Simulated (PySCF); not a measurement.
# C5H9NO2S: the cost of one run

Computed with PySCF 2.14.0 and routines of our own; the level stands in each step. Atoms count from 0.

## Step 1: The system as given

18 atoms, charge 0, multiplicity 1; geometry from: GFN2-xTB.

## Step 2: Magnetic properties: GIAO HF/pcSseg-1

The job: settings as JSON, then the geometry in Å.

```
{"job": {"kind": "mag", "xc": "HF", "basis": "pcSseg-1", "isotopologues": 0}, "charge": 0, "multiplicity": 1}
C     -2.000130     0.838551    -1.217730
S     -1.858845    -0.714969    -0.231108
O     -1.175221    -1.690508    -1.094547
C     -0.561563    -0.062579     0.888341
C      0.489264    -1.032354     1.340881
C      0.851858     0.067219     0.390325
N      1.155256    -0.249595    -0.963746
C      2.037650     0.461702    -1.685083
O      2.646753     1.427359    -1.291655
H     -2.645001     0.633826    -2.065952
H     -2.449482     1.592810    -0.582416
H     -1.022541     1.155960    -1.561996
H     -0.963241     0.662063     1.580781
H      0.423627    -2.028440     0.926172
H      0.841290    -0.996377     2.359783
H      1.452410     0.901235     0.736769
H      0.624578    -1.020610    -1.360487
H      2.144578     0.061025    -2.709510
```

Method: GIAO HF/pcSseg-1 magnetisability, rotational g tensor and spin-rotation constants, non-relativistic, gas phase.

The run is started by

```console
$ OMP_NUM_THREADS=1 python excited_run.py task.json out
```

One launch serves the whole session: the jobs run in the order shown.

**Question.** How long does this first job take on 1 thread of Intel Xeon Platinum 8259CL at 2.50GHz, shared host, and how much memory does it need?

About 37 s, with a peak of 0.94 GiB.
